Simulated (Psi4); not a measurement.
# B2PLYP/6-31G(d) (density fitting for correlation, spherical functions) run of CH7GaSi (SMILES [CH3][GaH][SiH3])

Aim: the energy change on altering one bond length of CH7GaSi at B2PLYP/6-31G* (density fitting for correlation, spherical functions), from 2 runs. 

The results are computed with Psi4 1.11.

## (1) The structure to begin with

The species is CH7GaSi (10 atoms), meant as a singlet with charge 0. SMILES: `[CH3][GaH][SiH3]`. The shape is that of a PBE0-D4/def2-TZVP optimisation.

Bond lengths: C1–Ga2 1.971 Å, Ga2–Si3 2.419 Å, C1–H4 1.090 Å, C1–H5 1.094 Å, C1–H6 1.093 Å, Ga2–H7 1.578 Å, Si3–H8 1.492 Å, Si3–H9 1.489 Å, Si3–H10 1.492 Å. Some angles: C1–Ga2–Si3 120.8°, C1–Ga2–H7 118.1°, Si3–Ga2–H7 121.0°, Ga2–C1–H4 113.1°, Ga2–C1–H5 109.2°, Ga2–C1–H6 110.1°, Ga2–Si3–H8 110.2°, Ga2–Si3–H9 114.2°, Ga2–Si3–H10 110.2°, H4–C1–H5 108.5°.

## (2) The energy at B2PLYP/6-31G(d) (density fitting for correlation, spherical functions)

ch7gasi.xyz reads:

```xyz
10
CH7GaSi
C     -1.123300     1.394100    -0.619200
Ga     0.561500     0.659300     0.093300
Si     0.786700    -1.705300     0.550700
H     -1.924300     0.656600    -0.670400
H     -0.947000     1.785400    -1.626000
H     -1.454200     2.236500    -0.005700
H      1.759600     1.654600     0.346000
H      0.531000    -2.496200    -0.688800
H      2.125000    -2.100900     1.069700
H     -0.231700    -2.135100     1.553300
```

job.py reads:

```python
import psi4

psi4.set_memory('2200 MB')
psi4.set_num_threads(1)
psi4.core.set_output_file('run.log', False)

with open('ch7gasi.xyz') as f:
    atoms = ''.join(f.readlines()[2:])
molecule = psi4.geometry('0 1\n' + atoms + 'symmetry c1\nno_reorient\nno_com')

psi4.set_options({
    'puream': True,
    'e_convergence': 1e-09,
    'd_convergence': 1e-08,
    'scf_type': 'pk',
    'dft_radial_points': 99,
    'dft_spherical_points': 590,
    'num_frozen_docc': 15,
})

energy_value, wavefunction = psi4.energy("b2plyp/6-31G*", molecule=molecule, return_wfn=True)
print('E =', round(energy_value, 9))
```

Command:

```bash
python job.py
```

run.log, cut to the lines that bear on the results:

```text
[...]
  Running in c1 symmetry.
[...]
  Nuclear repulsion =  238.583028564977326
[...]
  Multiplicity = 1
[...]
  Nalpha       = 29
  Nbeta        = 29
[...]
    Number of basis functions: 78
[...]
   @RKS iter   1: -2253.83776307591143   -2.48128e+00   3.60518e-02 ADIIS/DIIS
[...]
   @RKS iter  12: -2255.62773550476732    4.54747e-13   4.39688e-09 DIIS
[...]
    Orbital Energies [Eh]
    ---------------------
    Doubly Occupied:
       1A   -375.179239     2A    -67.206471     3A    -46.883857
       4A    -41.463258     5A    -41.459810     6A    -41.459244
       7A    -10.596313     8A     -5.886903     9A     -5.614765
      10A     -4.095060    11A     -4.085792    12A     -4.084535
      13A     -3.867559    14A     -3.867394    15A     -3.866955
      16A     -0.984426    17A     -0.979983    18A     -0.979276
      19A     -0.975442    20A     -0.973281    21A     -0.780490
      22A     -0.607003    23A     -0.478237    24A     -0.460192
      25A     -0.457953    26A     -0.397683    27A     -0.397149
      28A     -0.334379    29A     -0.298893
[...]
  @RKS Final Energy: -2255.62773550476732
   => Energetics <=
    Nuclear Repulsion Energy =            238.5830285649773259
    One-Electron Energy =               -3615.8998748235276253
    Two-Electron Energy =                1171.2159562235794965
    DFT Exchange-Correlation Energy =     -49.5268454697961431
    Empirical Dispersion Energy =           0.0000000000000000
    VV10 Nonlocal Energy =                  0.0000000000000000
    Total Energy =                      -2255.6277355047668607
[...]
 Multipole Moments:
 ------------------------------------------------------------------------------------
     Multipole            Electronic (a.u.)      Nuclear  (a.u.)        Total (a.u.)
 ------------------------------------------------------------------------------------
 L = 1.  Multiply by 2.5417464519 to convert [e a0] to [Debye]
 Dipole X            :        -40.9253263           40.7026220           -0.2227043
 Dipole Y            :         -8.3058877            8.5597035            0.2538158
 Dipole Z            :        -13.0928875           12.9729699           -0.1199176
 Magnitude           :                                                    0.3583293
[...]
```

The script printed:

```text
E = -2255.777635801
```

It took 18 s on 1 thread of AMD EPYC 7R43 (Zen 3), shared host; peak memory 1.2 GiB.

## (3) The distorted shape

ch7gasi.py reads:

```python
import psi4

psi4.set_memory('2200 MB')
psi4.set_num_threads(1)
psi4.core.set_output_file('psi4.out', False)

m = psi4.geometry("""
0 1
C     -1.024034     1.141391    -0.803242
Ga     0.660766     0.406591    -0.090742
Si     0.885966    -1.958009     0.366658
H     -1.825034     0.403891    -0.854442
H     -0.847734     1.532691    -1.810042
H     -1.454200     2.236500    -0.005700
H      1.858866     1.401891     0.161958
H      0.630266    -2.748909    -0.872842
H      2.224266    -2.353609     0.885658
H     -0.132434    -2.387809     1.369258
symmetry c1
no_reorient
no_com
""")

psi4.set_options({
    'reference': 'rks',
    'puream': True,
    'e_convergence': 1e-09,
    'd_convergence': 1e-08,
    'scf_type': 'pk',
    'dft_radial_points': 99,
    'dft_spherical_points': 590,
    'num_frozen_docc': 15,
})

e, wfn = psi4.energy("b2plyp/6-31G*", return_wfn=True)
print(f'b2plyp/6-31G* energy: {e:.10f} Eh')
```

Command:

```bash
python ch7gasi.py
```

psi4.out, cut to the lines that bear on the results:

```text
[...]
  Running in c1 symmetry.
[...]
  Nuclear repulsion =  237.186872883166757
[...]
  Multiplicity = 1
[...]
  Nalpha       = 29
  Nbeta        = 29
[...]
    Number of basis functions: 78
[...]
   @RKS iter   1: -2253.75688225746853   -2.53857e+00   3.61484e-02 ADIIS/DIIS
[...]
   @RKS iter  12: -2255.58880935711841   -4.54747e-12   7.26537e-09 DIIS
[...]
    Orbital Energies [Eh]
    ---------------------
    Doubly Occupied:
       1A   -375.181218     2A    -67.208461     3A    -46.885773
       4A    -41.465178     5A    -41.461725     6A    -41.461185
       7A    -10.628151     8A     -5.888869     9A     -5.616729
      10A     -4.096991    11A     -4.087734    12A     -4.086595
      13A     -3.869512    14A     -3.869352    15A     -3.868941
      16A     -0.986354    17A     -0.981860    18A     -0.981274
      19A     -0.977380    20A     -0.975310    21A     -0.762467
      22A     -0.608486    23A     -0.480537    24A     -0.464860
      25A     -0.408049    26A     -0.399393    27A     -0.398240
      28A     -0.336906    29A     -0.299652
[...]
  @RKS Final Energy: -2255.58880935711841
   => Energetics <=
    Nuclear Repulsion Energy =            237.1868728831667568
    One-Electron Energy =               -3613.0294883005722113
    Two-Electron Energy =                1169.7360168463687842
    DFT Exchange-Correlation Energy =     -49.4822107860817724
    Empirical Dispersion Energy =           0.0000000000000000
    VV10 Nonlocal Energy =                  0.0000000000000000
    Total Energy =                      -2255.5888093571184072
[...]
 Multipole Moments:
 ------------------------------------------------------------------------------------
     Multipole            Electronic (a.u.)      Nuclear  (a.u.)        Total (a.u.)
 ------------------------------------------------------------------------------------
 L = 1.  Multiply by 2.5417464519 to convert [e a0] to [Debye]
 Dipole X            :        -51.5641529           51.3949986           -0.1691543
 Dipole Y            :         18.7991212          -18.6606921            0.1384291
 Dipole Z            :          6.6703612           -6.8510018           -0.1806405
 Magnitude           :                                                    0.2835609
[...]
```

The script printed:

```text
b2plyp/6-31G* energy: -2255.7405953296 Eh
```

Wall time 21 s (1 thread of AMD EPYC 7R43 (Zen 3), shared host); peak memory 1.2 GiB.

## (4) What came out

Level: B2PLYP/6-31G* (density fitting for correlation, spherical functions), 15 core orbitals frozen.

```
                                                         quantity           value
                                        first shape: total energy  -2255.77764 Eh
                   first shape: HOMO energy (SCF part's orbitals)        -8.13 eV
                   first shape: LUMO energy (SCF part's orbitals)        -0.64 eV
                 first shape: HOMO–LUMO gap (SCF part's orbitals)         7.49 eV
                                    distorted shape: total energy  -2255.74060 Eh
               distorted shape: HOMO energy (SCF part's orbitals)        -8.15 eV
               distorted shape: LUMO energy (SCF part's orbitals)        -0.68 eV
             distorted shape: HOMO–LUMO gap (SCF part's orbitals)         7.48 eV
energy change with the C1–H6 bond stretched from 1.093 to 1.421 Å        1.008 eV
```

With the C1–H6 bond stretched from 1.093 to 1.421 Å the energy rises by 1.01 eV (23 kcal/mol). The first shape isn't relaxed at this level, so the change isn't measured from a minimum.
